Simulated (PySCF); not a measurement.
# Cl2CrO2: the cost of one run

Program: PySCF 2.14.0. Level of theory: levels as typed in each script, gas phase, geometry from GFN2-xTB. These are calculated values, not measurements.

## (1) The system as given

5 atoms, charge 0, spin multiplicity 1.

Bond lengths: O1–Cr2 1.551 Å, Cr2–O3 1.551 Å, Cr2–Cl4 2.034 Å, Cr2–Cl5 2.034 Å. Angles: O1–Cr2–O3 117.7°, O1–Cr2–Cl4 108.0°, O1–Cr2–Cl5 108.0°, O3–Cr2–Cl4 108.0°, O3–Cr2–Cl5 108.0°, Cl4–Cr2–Cl5 106.5°.

As a file:

```
O    -0.00029   -1.18784   -1.32721
Cr   -0.00009   -0.38526    0.00001
O     0.00031   -1.18787    1.32717
Cl    1.63022    0.83090   -0.00011
Cl   -1.63010    0.83098    0.00012
```

## (2) Stretching a bond (def2-svp)

input.py reads:

```python
import numpy as np
from pyscf import gto, scf, mcscf

mol = gto.M(atom='''
O     -0.00029    -1.18784    -1.32721
Cr    -0.00009    -0.38526     0.00001
O      0.00031    -1.18787     1.32717
Cl     1.63022     0.83090    -0.00011
Cl    -1.63010     0.83098     0.00012
''', basis='def2-svp', charge=0, spin=0, verbose=4)
# stretch the bond between atoms 2 and 3, from long to short, fragments rigid
a, b, move = 1, 2, [2]
xyz = mol.atom_coords(unit='Angstrom')
u = xyz[b] - xyz[a]
r0 = np.linalg.norm(u)
rows, last, dm_u = [], None, None
for r in [5.05, 3.97, 3.25, 2.8, 2.44, 2.16, 1.98, 1.8, 1.66]:
    new = xyz.copy()
    new[move] += u / r0 * (r - r0)
    m = mol.set_geom_(new, unit='Angstrom', inplace=False)
    rhf = scf.RHF(m).density_fit(auxbasis='def2-universal-jkfit').run()
    uhf = scf.UHF(m).density_fit(auxbasis='def2-universal-jkfit').newton()
    if dm_u is None:
        c = rhf.mo_coeff
        h = m.nelectron // 2 - 1
        ca, cb = c.copy(), c.copy()
        ca[:, h], cb[:, h] = (c[:, h] + c[:, h + 1]) / 2**.5, (c[:, h] - c[:, h + 1]) / 2**.5
        dm_u = np.array([x[:, :h + 1] @ x[:, :h + 1].T for x in (ca, cb)])
    uhf.kernel(dm0=dm_u)
    for _ in range(3):
        c, _, stable, _ = uhf.stability(return_status=True)
        if stable:
            break
        uhf.kernel(c, uhf.mo_occ)
    dm_u = uhf.make_rdm1()
    mc = mcscf.CASSCF(rhf, 4, 4)
    mc.natorb = True
    mc.fix_spin_(ss=0)
    guess = mcscf.addons.make_natural_orbitals(uhf)[1] if last is None else mcscf.project_init_guess(mc, last.mo_coeff, last.mol)
    mc.kernel(guess)
    last = mc
    act = slice(mc.ncore, mc.ncore + mc.ncas)
    print('r %.3f  RHF %.6f  UHF %.6f  <S^2> %.3f  CASSCF %.6f  occupations' % (r, rhf.e_tot, uhf.e_tot, uhf.spin_square()[0], mc.e_tot), mc.mo_occ[act].round(4))
    rows.append((new, rhf.e_tot, uhf.e_tot, uhf.spin_square()[0], mc.e_tot, mc.mo_occ[act], mc.mo_coeff[:, act], dm_u[0] - dm_u[1], rhf.converged and uhf.converged and mc.converged))
    np.savez('result.npz', **{k: [row[i] for row in rows] for i, k in enumerate('xyz rhf uhf s2 cas occ c spin ok'.split())})
```

On the command line:

```
$ OMP_NUM_THREADS=1 python input.py
```

Q: Estimate wall time and peak memory on 1 thread of Arm Neoverse N1, shared host.

About 39 min, with a peak of 0.28 GiB.
